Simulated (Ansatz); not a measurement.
# C4H2F2Sn: one species, many methods

How much do the methods differ for C4H2F2Sn? The plan is to run it at one geometry with functionals of several rungs and with coupled cluster. The yardstick is the atomisation energy at the CCSD(T) limit.

The runs use Ansatz 0.2.0, Gaussian basis; functionals in def2-TZVPP, the program's frozen cores in correlated methods.

The runs, in order: LDA (SPW92), PBE-D4, revPBE-D4, BLYP-D4, r2SCAN-D4, B97M-V, PBE0-D4, B3LYP-D4, r2SCANh-D4, r2SCAN0-D4, HSE06-D4, BHLYP-D4, CAM-B3LYP-D4, LC-ωPBE, ωB97X-V, ωB97M-V, B2PLYP, PBE-QIDH; CCSD(T)/def2-SVP; CCSD(T)/def2-TZVPP; MP2/def2-QZVPP; extrapolation to the limit; RPA on PBE.

## 1. Structure used throughout

All runs share one geometry, relaxed beforehand with PBE0-D4 in a triple-zeta def2 set. Sn takes the def2 core potential; no spin-orbit term is included.

SMILES `C#[C][Sn]([F])([F])[C]#C`, 9 atoms, charge 0, spin multiplicity 1.

Atoms are counted from 1 here; the program's logs count them from 0.

Bond lengths: C1–C2 1.204 Å, C1–H8 1.067 Å, C2–Sn3 2.044 Å, Sn3–F4 1.897 Å, Sn3–F5 1.897 Å, Sn3–C6 2.044 Å, C6–C7 1.204 Å, C7–H9 1.067 Å. Angles: C2–C1–H8 179.9°, C1–C2–Sn3 179.5°, C2–Sn3–F4 108.6°, C2–Sn3–F5 108.6°, C2–Sn3–C6 117.8°, F4–Sn3–F5 103.7°, F4–Sn3–C6 108.6°, F5–Sn3–C6 108.6°, Sn3–C6–C7 179.5°, C6–C7–H9 179.8°.

## 2. LDA

This LDA is Slater exchange with PW92 correlation.

Input file in.yaml:

```yaml
crystal:
  periodic: [false, false, false]
  atoms:
    - {symbol: C, position_ang: [1.164273, -2.663189, -0.081956]}
    - {symbol: C, position_ang: [0.800779, -1.543938, -0.335649]}
    - {symbol: Sn, position_ang: [0.177610, 0.358157, -0.749755]}
    - {symbol: F, position_ang: [-0.866871, 0.322928, -2.333232]}
    - {symbol: F, position_ang: [1.689177, 1.398421, -1.231900]}
    - {symbol: C, position_ang: [-0.864982, 1.354819, 0.698521]}
    - {symbol: C, position_ang: [-1.477681, 1.933381, 1.558225]}
    - {symbol: H, position_ang: [1.487299, -3.655328, 0.140343]}
    - {symbol: H, position_ang: [-2.021003, 2.448349, 2.318304]}
basis:
  gaussian: {orbitals: def2-TZVPP}
hamiltonian: {xc: lda}
output: {orbitals: {seedname: orbitals}}
```

The run is started by

```
$ ansatz run in.yaml --threads 4 --pin off --events-out ev --progress --plain --max-ram 11315MiB
```

After this run come: PBE-D4 (GGA); revPBE-D4 (GGA); BLYP-D4 (GGA); r2SCAN-D4 (meta-GGA); B97M-V (meta-GGA); B3LYP-D4 (hybrid); r2SCANh-D4 (hybrid); r2SCAN0-D4 (hybrid); HSE06-D4 (hybrid); BHLYP-D4 (hybrid); CAM-B3LYP-D4 (range-separated); LC-ωPBE (range-separated); ωB97X-V (range-separated); ωB97M-V (range-separated); B2PLYP (double hybrid); PBE-QIDH (double hybrid); CCSD(T) in def2-SVP; CCSD(T) in def2-TZVPP; MP2 in def2-QZVPP; RPA on PBE orbitals.

Before running them: what should the planned runs give, taken together? Wanted: atomisation energy, CCSD(T)/CBS; farthest beyond LDA; mean size of error, GGA; mean size of error, meta-GGA; mean size of error, hybrid; mean size of error, range-separated; mean size of error, double hybrid; gap, smallest and largest; T1 diagnostic.

As calculated:

| quantity | value |
| --- | --- |
| atomisation energy, CCSD(T)/CBS | 3902.9 kJ/mol |
| functionals within 39.0 kJ/mol (1.0 %) | revPBE-D4, BLYP-D4, r2SCAN-D4, B97M-V, PBE0-D4, HSE06-D4, CAM-B3LYP-D4, LC-ωPBE, ωB97X-V, ωB97M-V |
| farthest beyond LDA | BHLYP-D4 (-241.5 kJ/mol) |
| mean size of error, GGA | 50.4 kJ/mol |
| mean size of error, meta-GGA | 20.8 kJ/mol |
| mean size of error, hybrid | 96.6 kJ/mol |
| mean size of error, range-separated | 31.2 kJ/mol |
| mean size of error, double hybrid | 54.6 kJ/mol |
| gap, smallest and largest | 5.44 eV (LDA (SPW92)), 12.69 eV (LC-ωPBE) |
| T1 diagnostic | 0.0146 |
| triples share of the correlation energy | 4.1 % |

**Reading.** LDA overbinds by 620.0 kJ/mol (16 %). PBE-D4 is off by +114.2 kJ/mol. Double hybrids carry the basis error of their MP2 part in triple zeta, and no dispersion term here, so their miss is partly the set-up's. The rungs meta-GGA, range-separated miss on average by less than the doubt on the reference (39.0 kJ/mol), so they tie; hybrid functionals have the largest mean beyond LDA (96.6 kJ/mol), BHLYP with half exact exchange included. Misses under about 39.0 kJ/mol are within the doubt on the reference itself, which lacks core-valence correlation, spin-orbit coupling and higher excitations, and its outer-core shells are covered unevenly. All levels share the lack of spin-orbit coupling, which lowers the free heavy atoms and so the true binding. Hartree-Fock recovers 69 % of the binding; the rest is correlation. CCSD(T) in def2-SVP is off by -260.6 kJ/mol, worse than the median functional, from the basis alone. Orbital gaps span 5.4 to 12.7 eV; exact exchange widens them. Correlated methods include outer-core shells of Sn, which these sets cover unevenly.
